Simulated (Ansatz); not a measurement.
# Si3N4: the cost of one run

Method: DFT, PBE, plane-wave PAW, default files, scalar-relativistic, as far as a step names no other, in Ansatz 0.2.0.

## 1. The starting structure

It takes space group P6_3/m (No. 176, hexagonal). Conventional cell: a = 7.604 Å, b = 7.604 Å, c = 2.906 Å, α = 90.00°, β = 90.00°, γ = 120.00°. Si (site symmetry m) is surrounded by 4 N at 1.73 to 1.74 Å. N (site symmetry m) has 3 Si at 1.74 Å as nearest neighbours. Around N (site symmetry -6) lie 3 Si at 1.73 Å.

Structure file:

```
Si N
1.0
     7.60440    0.00000    0.00000
    -3.80220    6.58560    0.00000
     0.00000    0.00000    2.90630
Si N
6 8
Cartesian
  5.1781 1.1465 0.7266
  1.5961 5.0576 2.1797
  4.0224 3.9111 0.7266
  -1.3759 5.4391 2.1797
  2.2061 1.5280 0.7266
  -0.2202 2.6745 2.1797
  -1.0264 2.1725 0.7266
  5.2098 0.1974 2.1797
  2.4340 4.6105 0.7266
  4.8286 4.4131 2.1797
  -1.4076 6.3882 0.7266
  1.3682 1.9751 2.1797
  3.8022 2.1952 0.7266
  0.0000 4.3904 2.1797
```

The earlier run gave: gap on the mesh 4.34 eV, largest force 0.014 eV/Å, pressure 5.5 GPa.

Site by site (atoms counted from 1):

| site | atoms | first shell | V_zz (10²¹ V/m²) | η | C_Q (MHz) |
| --- | --- | --- | --- | --- | --- |
| Si | 1, 2, 3, 4, … | 4 N at 1.73–1.74 Å | 0.97 | 0.42 | – |
| N7 | 7, 8, 9, 10, … | 3 Si at 1.74 Å | -4.94 | 0.07 | -2.44 (¹⁴N) |
| N13 | 13, 14 | 3 Si at 1.73 Å | -4.89 | 0.00 | -2.42 (¹⁴N) |

V_zz is the principal component of the electric field gradient with the largest magnitude, η = (V_xx − V_yy)/V_zz and C_Q = eQV_zz/h. Quadrupole moments are those of Pyykkö's year-2017 table. A dash under C_Q marks elements without a common quadrupolar isotope.

## 2. Trying other settings (hamiltonian.dispersion = d3bjatm, basis.ecutwfc = 600 eV)

File input.yaml:

```yaml
crystal:
  lattice:
    - [7.6044, 0.0, 0.0]
    - [-3.8022, 6.5856035805, 0.0]
    - [0.0, 0.0, 2.9063]
  atoms:
    - { symbol: Si, position: [0.7679797073, 0.1740937654, 0.25] }
    - { symbol: Si, position: [0.5938859419, 0.7679797073, 0.75] }
    - { symbol: Si, position: [0.8259062346, 0.5938859419, 0.25] }
    - { symbol: Si, position: [0.2320202927, 0.8259062346, 0.75] }
    - { symbol: Si, position: [0.4061140581, 0.2320202927, 0.25] }
    - { symbol: Si, position: [0.1740937654, 0.4061140581, 0.75] }
    - { symbol: "N", position: [0.029969278, 0.3298825528, 0.25] }
    - { symbol: "N", position: [0.7000867251, 0.029969278, 0.75] }
    - { symbol: "N", position: [0.6701174472, 0.7000867251, 0.25] }
    - { symbol: "N", position: [0.970030722, 0.6701174472, 0.75] }
    - { symbol: "N", position: [0.2999132749, 0.970030722, 0.25] }
    - { symbol: "N", position: [0.3298825528, 0.2999132749, 0.75] }
    - { symbol: "N", position: [0.6666666667, 0.3333333333, 0.25] }
    - { symbol: "N", position: [0.3333333333, 0.6666666667, 0.75] }
kpoints:
  mp_grid: { grid: [4, 4, 10] }
scf:
  occupations: { method: fermi_dirac, width: 0.02 }
hamiltonian:
  xc: pbe
  pseudopotentials: { kind: paw }
  dispersion: d3bjatm
output:
  forces: true
  stress: true
  populations: true
  efg:
    quadrupole_moments_barn: { "N": 0.02044 }
    contact_densities: true
  write_density: true
  write_potential: true
  elf: true
  volumetric_format: npy
basis:
  ecutwfc: "600 eV"
```

Command:

```console
ansatz run input.yaml --threads 1 --pin off --max-ram 3072MiB --backend cpu --events-out ev --progress --plain --runs-dir out
```

Q: Estimate wall time and peak memory on 1 thread of Arm Neoverse V2, shared host.

About 29 s, with a peak of 0.55 GiB.
